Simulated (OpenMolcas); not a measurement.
# C3H5Ga (SMILES C#[C][GaH][CH3]): levels of theory compared

Wanted: a comparison of 6 runs (HF/STO-3G, BLYP/6-31G*, PBE/6-31G*, SVWN5/6-31G*, r2SCAN/6-31G*, MP2/6-31G*) of C3H5Ga. 

The results are computed with OpenMolcas 26.06.

## (1) Starting point

The species is C3H5Ga (9 atoms), meant as a singlet with charge 0. SMILES: `C#[C][GaH][CH3]`. The coordinates come from a PBE0-D4/def2-TZVP relaxation.

Bond lengths: C1–C2 1.210 Å, C2–Ga3 1.925 Å, Ga3–C4 1.958 Å, C1–H5 1.066 Å, Ga3–H6 1.564 Å, C4–H7 1.093 Å, C4–H8 1.090 Å, C4–H9 1.094 Å. Some angles: C1–C2–Ga3 179.3°, C2–Ga3–C4 117.4°, C2–C1–H5 179.8°, C2–Ga3–H6 117.1°, C4–Ga3–H6 125.5°, Ga3–C4–H7 109.9°, Ga3–C4–H8 112.6°, Ga3–C4–H9 109.4°, H7–C4–H8 109.1°, H7–C4–H9 106.9°.

## (2) Energy and forces at HF/STO-3G (run 1)

Contents of input.xyz:

```xyz
9

C      1.498700     0.816800    -2.138700
C      0.950000     0.745200    -1.062800
Ga     0.068800     0.611200     0.643700
C     -1.036100    -0.972500     0.966400
H      1.983700     0.883100    -3.086100
H      0.292600     1.783100     1.655500
H     -0.451400    -1.877200     0.782100
H     -1.435200    -1.006300     1.980000
H     -1.871000    -0.983500     0.260000
```

Contents of run.input:

```
* C3H5Ga Hartree-Fock
>>> EXPORT MOLCAS_PRINT=2

&GATEWAY
 BasLib=$CurrDir
 Coord=input.xyz
 Basis=STO-3G
 Group=NoSym

&SEWARD

&SCF
 Thresholds=1e-10 1e-07 1e-07 1e-05
 PrOrbitals=1 1

&ALASKA
```

The basis set STO-3G is read from a file made from the Basis Set Exchange's data (not shown).

Launch:

```sh
$ export MOLCAS_MEM=1860
$ pymolcas run.input > run.log
```

Standard output:

```text
--- Start Module: gateway ---
[...]
--- Stop Module: gateway /rc=_RC_ALL_IS_WELL_ ---
[...]
      Basis functions           38
[...]
--- Start Module: scf ---
[...]
       Convergence after  21 Iterations
[...]
::    Total SCF energy                              -2015.9260729519
[...]
      Total spin, S                                     0.0000000000
[...]
      Total electronic charge=   54.000000
      Total            charge=   -0.000000
[...]
      Dipole Moment (debye):
      Origin of the operator (angstrom)=    0.1837    0.4364    0.1741
                   X= -2.7410E-01               Y= -1.5974E-01               Z=  3.5686E-01           Total=  4.7750E-01
      Quadrupole Moment (debye*angstrom):
[...]
--- Stop Module: scf /rc=_RC_ALL_IS_WELL_ ---
[...]
--- Start Module: alaska ---
[...]
 *              Molecular gradients               *
 **************************************************
  Irreducible representation: a
 ------------------------------------------------------------------------------------------
                              X                       Y                       Z
 ------------------------------------------------------------------------------------------
  C1                3.71988255733910E-02    4.54126916254949E-03   -7.33208122964797E-02
  C2               -6.82020072590250E-03    2.56904577587869E-04    1.47818693335368E-02
  GA3              -1.48146773698334E-02   -1.46970766913554E-02    1.32172258886651E-02
  C4               -2.31369108432089E-02   -3.18984532410678E-02    1.04118156517536E-02
  H5               -2.31948637559043E-05    9.46525049355662E-06    5.76002561940570E-05
  H6                7.99437783901324E-03    4.31117491446251E-02    3.77905078246199E-02
  H7                6.71408471341373E-03   -5.58572237319499E-03   -3.46681209050892E-03
  H8               -1.69726374487977E-03    2.62074684194169E-03    8.16509468073168E-03
[...]
--- Stop Module: alaska /rc=_RC_ALL_IS_WELL_ ---
[...]
```

It took 4.2 s on 1 thread of AMD EPYC 7R43 (Zen 3), shared host; peak memory 0.37 GiB.

## (3) Energy and forces at BLYP/6-31G(d) (spherical functions) (run 2)

Contents of mol.input:

```
&GATEWAY
BasLib=$CurrDir
Coord
9
angstrom
C        1.498700       0.816800      -2.138700
C        0.950000       0.745200      -1.062800
Ga       0.068800       0.611200       0.643700
C       -1.036100      -0.972500       0.966400
H        1.983700       0.883100      -3.086100
H        0.292600       1.783100       1.655500
H       -0.451400      -1.877200       0.782100
H       -1.435200      -1.006300       1.980000
H       -1.871000      -0.983500       0.260000
Basis=6-31Gs
Group=NoSym
&SEWARD
GridInput
Grid=UltraFine
End of Grid
&SCF
KSDFT=BLYP
Thresholds=1e-10 1e-07 1e-07 1e-05
PrOrbitals=1 1
&ALASKA
```

The basis set 6-31G* is read from a file made from the Basis Set Exchange's data (not shown).

Launch:

```sh
$ export MOLCAS_MEM=1860
$ pymolcas mol.input > mol.log
```

Standard output:

```text
--- Start Module: gateway ---
[...]
--- Stop Module: gateway /rc=_RC_ALL_IS_WELL_ ---
[...]
      Basis functions           84
[...]
--- Start Module: scf ---
[...]
       Convergence after  17 Iterations
[...]
::    Total KS-DFT energy                           -2041.8305468060
[...]
      Total spin, S                                     0.0000000000
[...]
      Total electronic charge=   54.000000
      Total            charge=   -0.000000
[...]
      Dipole Moment (debye):
      Origin of the operator (angstrom)=    0.1837    0.4364    0.1741
                   X= -3.3399E-01               Y= -6.8242E-01               Z= -1.7691E-01           Total=  7.8009E-01
      Quadrupole Moment (debye*angstrom):
[...]
--- Stop Module: scf /rc=_RC_ALL_IS_WELL_ ---
[...]
--- Start Module: alaska ---
[...]
 *              Molecular gradients               *
 **************************************************
  Irreducible representation: a
 ------------------------------------------------------------------------------------------
                              X                       Y                       Z
 ------------------------------------------------------------------------------------------
  C1               -1.43685459140812E-02   -1.78782021484625E-03    2.82961616731505E-02
  C2                1.45665321213344E-02    1.23904081332693E-03   -2.93917989481516E-02
  GA3              -1.67333251917867E-03   -1.71412898310308E-03    1.31100378259674E-03
  C4                1.75195006773698E-03    2.40007441293244E-03   -6.58459341378315E-04
  H5               -2.70104509774427E-03   -4.31404519607603E-04    5.19373733163686E-03
  H6               -1.09790843971425E-03   -4.67672596302560E-03   -3.59902571918269E-03
  H7               -3.73977960432859E-03    5.31320350000897E-03    9.61091364548139E-04
  H8                2.28178973435034E-03   -8.15200170102282E-05   -6.32323241651012E-03
[...]
--- Stop Module: alaska /rc=_RC_ALL_IS_WELL_ ---
[...]
```

Run time: 47 s. Hardware: 1 thread of AMD EPYC 7R43 (Zen 3), shared host; peak memory 0.47 GiB.

Runs 3 to 5 aren't shown in full; the table further down has their settings and results.

## (4) The energy at MP2/6-31G(d) (spherical functions) (run 6)

Contents of calc.inp:

```
>>> EXPORT MOLCAS_PRINT=2

&GATEWAY
  BasLib
  $CurrDir
  Coord
  9
  bohr
  C      2.83213254     1.54352830    -4.04155726
  C      1.79523982     1.40822391    -2.00840093
  Ga     0.13001316     1.15500061     1.21641671
  C     -1.95794524    -1.83775866     1.82623133
  H      3.74864971     1.66881714    -5.83188379
  H      0.55293386     3.36957065     3.12844160
  H     -0.85302237    -3.54739388     1.47795480
  H     -2.71213493    -1.90163140     3.74165773
  H     -3.53567758    -1.85854564     0.49132879
  Basis
  6-31Gs
  Group
  NoSym

&SEWARD

&SCF
  Thresholds
  1e-10 1e-07 1e-07 1e-05
  PrOrbitals
  0

&MBPT2
  Frozen
  12
```

The basis set 6-31G* is read from a file made from the Basis Set Exchange's data (not shown).

Launch:

```sh
$ export MOLCAS_MEM=1860
$ pymolcas calc.inp > calc.log
```

Standard output:

```text
--- Start Module: gateway ---
[...]
--- Stop Module: gateway /rc=_RC_ALL_IS_WELL_ ---
[...]
      Basis functions           84
[...]
--- Start Module: scf ---
[...]
       Convergence after  15 Iterations
[...]
::    Total SCF energy                              -2039.4105183042
[...]
      Total spin, S                                     0.0000000000
[...]
      Total electronic charge=   54.000000
      Total            charge=   -0.000000
[...]
      Dipole Moment (debye):
      Origin of the operator (angstrom)=    0.1837    0.4364    0.1741
                   X= -2.4829E-01               Y= -4.7911E-01               Z= -8.6000E-02           Total=  5.4644E-01
      Quadrupole Moment (debye*angstrom):
[...]
--- Stop Module: scf /rc=_RC_ALL_IS_WELL_ ---
[...]
--- Start Module: mbpt2 ---
[...]
WARNING!
Default frozen orbitals as non valence orbitals is overwritten by user input.
Default values:  17
[...]
       Reference weight ( Cref**2 )         =        0.83152
::    Total MBPT2 energy                            -2040.0236341936
[...]
      Total MBPT2 calculations                           0.36      0.41
--- Stop Module: mbpt2 /rc=_RC_ALL_IS_WELL_ ---
[...]
```

Run time: 11 s. Hardware: 1 thread of AMD EPYC 7R43 (Zen 3), shared host; peak memory 0.46 GiB.

## (5) The series

| run | level | integration grid | task | energy (Eh) | dipole moment (D) of the reference | HOMO energy (eV) | LUMO energy (eV) | wall time |
| --- | --- | --- | --- | --- | --- | --- | --- | --- |
| 1 | HF/STO-3G | – | gradient | -2015.926073 | 0.48 | -7.20 | 4.44 | 4.2 s |
| 2 | BLYP/6-31G* (spherical functions) | UltraFine | gradient | -2041.830547 | 0.78 | -6.04 | -2.13 | 47 s |
| 3 | PBE/6-31G* (spherical functions) | UltraFine | gradient | -2041.364042 | 0.77 | -6.25 | -2.23 | 47 s |
| 4 | SVWN5/6-31G* (spherical functions) | UltraFine | gradient | -2037.682209 | 0.80 | -6.38 | -2.48 | 38 s |
| 5 | r2SCAN/6-31G* (spherical functions) | UltraFine | gradient | -2041.728655 | 0.72 | -6.53 | -2.03 | 57 s |
| 6 | MP2/6-31G* (spherical functions) | – | energy | -2040.023634 | 0.55 | -10.21 | 1.36 | 11 s |

## (6) Summary of results

```
                                           quantity           value
                                run 6: total energy  -2040.02363 Eh
          run 6: dipole moment (mean-field density)          0.55 D
         run 6: HOMO energy (Hartree–Fock orbitals)       -10.21 eV
         run 6: LUMO energy (Hartree–Fock orbitals)         1.36 eV
       run 6: HOMO–LUMO gap (Hartree–Fock orbitals)        11.57 eV
run 6: correlation energy (12 core orbitals frozen)      -613.1 mEh
```

What this shows: Over runs 1, 2, 3, 4, 5 the dipole moment (its size) runs from 0.48 D (HF/STO-3G) to 0.80 D (SVWN5/6-31G*). The two ends differ in method and basis. Over runs 1, 2, 3, 4, 5 the HOMO–LUMO gap runs from 3.90 eV (SVWN5/6-31G*) to 11.64 eV (HF/STO-3G). Totals of different functionals can't be ranked against each other. In run 1 the basis is minimal, so the values are rough. All runs together took 3.4 min, the longest 57 s.
